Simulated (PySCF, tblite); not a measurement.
# C5H15NSi2: geometry, infrared bands and NMR shifts

Aim: predict the infrared bands and NMR shifts of C5H15NSi2 (`CCC[Si@H]1CC[SiH2]N1`).

Computed with tblite 0.8.0 and PySCF 2.14.0, with density-fitted response routines of our own, on a single molecule in the gas phase. Atoms count from 0, in the outputs and in this text.

## 1. Starting geometry

23 atoms, charge 0, multiplicity 1; geometry from: force field or distance geometry start.

Bonds of the start (Å): C0–C1 1.50, C1–C2 1.53, C2–Si3 1.85, Si3–C4 1.90, C4–C5 1.53, C5–Si6 1.89, Si6–N7 1.71, N7–Si3 1.72, C0–H8 1.10, C0–H9 1.09, C0–H10 1.10, C1–H11 1.11, C1–H12 1.10, C2–H13 1.10, C2–H14 1.11, Si3–H15 1.50, C4–H16 1.09, C4–H17 1.10, C5–H18 1.09, C5–H19 1.11, Si6–H20 1.48, Si6–H21 1.47, N7–H22 1.02.

## 2. Optimising the geometry with GFN2-xTB

The job: settings as JSON, then the geometry in Å.

```
{"job": {"kind": "relax", "xc": "GFN2-xTB", "basis": "xTB"}, "charge": 0, "multiplicity": 1}
C     -3.668300    -0.065200    -0.374500
C     -2.321200    -0.260800     0.266400
C     -1.245100     0.637800    -0.350400
Si     0.460100     0.493900     0.359600
C      1.192300    -1.247700     0.146300
C      2.707900    -1.044400     0.089800
Si     2.987200     0.650700    -0.702700
N      1.572500     1.566800    -0.386400
H     -4.012100     0.968400    -0.255700
H     -3.643700    -0.295100    -1.438400
H     -4.422800    -0.720400     0.088600
H     -2.404500    -0.064700     1.352500
H     -2.032000    -1.317100     0.183200
H     -1.193700     0.430800    -1.431500
H     -1.578300     1.694500    -0.255300
H      0.476900     0.851300     1.814000
H      0.905300    -1.928500     0.944400
H      0.834500    -1.669600    -0.809900
H      3.205700    -1.847600    -0.452100
H      3.128700    -1.030600     1.115700
H      4.122000     1.371400    -0.082900
H      3.125900     0.529000    -2.164500
H      1.797800     2.324200     0.264500
```

Run with:

```
> OMP_NUM_THREADS=1 python probes_run.py task.json out
```

The driver reads the jobs from task.json and runs them one after another.

**Question.** This job is followed by: GFN2-xTB harmonic vibrations, gas phase; GIAO PBE0/pcSseg-1 NMR shielding, non-relativistic, gas phase. What will the session give for the following? strongest single infrared mode (GFN2-xTB); zero-point energy (GFN2-xTB); ¹³C shifts against TMS (PBE0/pcSseg-1); ¹H shifts against TMS (PBE0/pcSseg-1, means over atoms taken as alike); ²⁹Si shifts against TMS (PBE0/pcSseg-1); ¹⁵N shifts against NH3 (PBE0/pcSseg-1).

**Answer**, as computed:

```
                                                              quantity                                                                              value
                             strongest single infrared mode (GFN2-xTB)                                                              2194 cm⁻¹, 510 km/mol
                                          zero-point energy (GFN2-xTB)                                                                     118.6 kcal/mol
                                ¹³C shifts against TMS (PBE0/pcSseg-1)                                                    23.8, 21.4, 19.8, 10.0, 7.7 ppm
¹H shifts against TMS (PBE0/pcSseg-1, means over atoms taken as alike)  5.07, 4.97, 4.96, 1.31, 1.24, 1.21, 1.12, 1.09, 1.05, 0.90, 0.69, 0.50, -0.38 ppm
                               ²⁹Si shifts against TMS (PBE0/pcSseg-1)                                                                     1.2, -24.3 ppm
                                ¹⁵N shifts against NH3 (PBE0/pcSseg-1)                                                                           17.8 ppm
```

What this shows: The optimisation took 67 steps and gained 0.459 eV; among the close pairs (by a distance rule), C2–Si3 changed most, from 1.853 to 1.898 Å. No mode is imaginary among the 63: a minimum at this level. The strongest single mode, at 2194 cm⁻¹, moves mainly H21. Unscaled tight-binding wavenumbers are off by several per cent, some by more. Its intensities can rank the bands wrongly. At PBE0/pcSseg-1: Shielding is most anisotropic at Si6 (span 96 ppm, paramagnetic term -507 ppm).
